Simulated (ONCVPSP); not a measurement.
**Potassium: generating and testing an ONCV potential**

Task: generate the file, and judge it by its errors in other configurations, its logarithmic derivatives, its ghosts and its cutoff.

The numbers are computed with ONCVPSP 4.0.1 (PBE, scalar-relativistic, spin-unpolarised reference atom).

## Step 1: The design

The settings as typed:

* element: potassium (K, Z = 19)
* type: optimised norm-conserving Vanderbilt (ONCV)
* frozen core: [Ne]
* valence charge: 9
* reference configuration: 3s2 3p6 4s0.5 (charge +0.5)
* partial waves: 3s+4s: rc 2.10 bohr, ncon 4, nbas 9, qcut 6.9 1/bohr, 2 projectors; 3p: rc 1.80 bohr, ncon 5, nbas 9, qcut 6.6 1/bohr, 3 projectors, debl 3 Ha; d scattering state at 0.28 Ha: rc 1.90 bohr, ncon 4, nbas 7, qcut 5.4 1/bohr, 2 projectors, debl 4 Ha
* local potential: polynomial inside 1.60 bohr (lpopt 5, dvloc0 1 Ha)
* core correction: not asked for

## Step 2: The generation run

The input, K.dat:

```
# ATOM AND REFERENCE CONFIGURATION
# atsym  z   nc   nv     iexc    psfile
  K 19.00    3    3        4      upf
#
#   n    l    f
    1    0    2.00
    2    0    2.00
    2    1    6.00
    3    0    2.00
    3    1    6.00
    4    0    0.50
#
# PSEUDOPOTENTIAL AND OPTIMIZATION
# lmax
    2
#
#   l,   rc,      ep,       ncon, nbas, qcut
    0    2.10    0.00    4    9    6.90
    1    1.80    0.00    5    9    6.60
    2    1.90    0.28    4    7    5.40
#
# LOCAL POTENTIAL
# lloc, lpopt,  rc(5),   dvloc0
    4    5    1.60    1.00
#
# VANDERBILT-KLEINMAN-BYLANDER PROJECTORs
# l, nproj, debl
    0    2    3.60
    1    3    3.00
    2    2    4.00
#
# MODEL CORE CHARGE
# icmod, fcfact, rcfact
    0    0.00    0.00
#
# LOG DERIVATIVE ANALYSIS
# epsh1, epsh2, depsh
   -3.00    5.00    0.02
#
# OUTPUT GRID
# rlmax, drl
    6.00    0.01
#
# TEST CONFIGURATIONS
# ncnf
    4
# nvcnf
#   n    l    f
    3
    3    0    2.00
    3    1    6.00
    4    0    1.00
#
    3
    3    0    2.00
    3    1    6.00
    4    0    0.00
#
    4
    3    0    2.00
    3    1    6.00
    4    0    0.00
    4    1    1.00
#
    4
    3    0    2.00
    3    1    6.00
    4    0    0.00
    3    2    1.00
#
```

Run with:

```bash
$ oncvpsp.x < K.dat > K.out
```

Before running it: what results should come out? Wanted: cutoffs for 1 and 0.1 mHa per electron, occupied waves; bound ghosts; GHOST(+) flags; largest test error; largest phase difference near zero energy, channels read.

The runs gave:

| quantity | value |
| --- | --- |
| cutoffs for 1 and 0.1 mHa per electron, occupied waves | 12 Ha and 16 Ha |
| bound ghosts | d at -0.16 eV |
| GHOST(+) flags | none at low energy |
| largest test error (AE − PS) | -2.0 meV, for 3s2 3p6 3d1 4s0 |
| largest phase difference near zero energy, channels read | 3.149 rad |

What this shows: It has a bound ghost (d), a state that the atom doesn't have, and that rules the file out. By total energies transferability is very good: the largest error is 2.0 meV on 0.8 eV, for 3s2 3p6 3d1 4s0. Atomic tests can pass in spite of a ghost, since they solve only for the levels asked. It counts as soft on the atom at that tolerance, with 12 Ha needed at the looser tolerance. That counts occupied waves only; other projectors can need more. Near zero energy the largest phase difference among the channels read is 3.15 rad, in the d channel. A step near π is an extra or missing state, not a misfit of shape. The pseudo curves have a pole with no partner nearby in the atom's: d at -0.01 Ha. All of this concerns the isolated atom, not yet a solid.
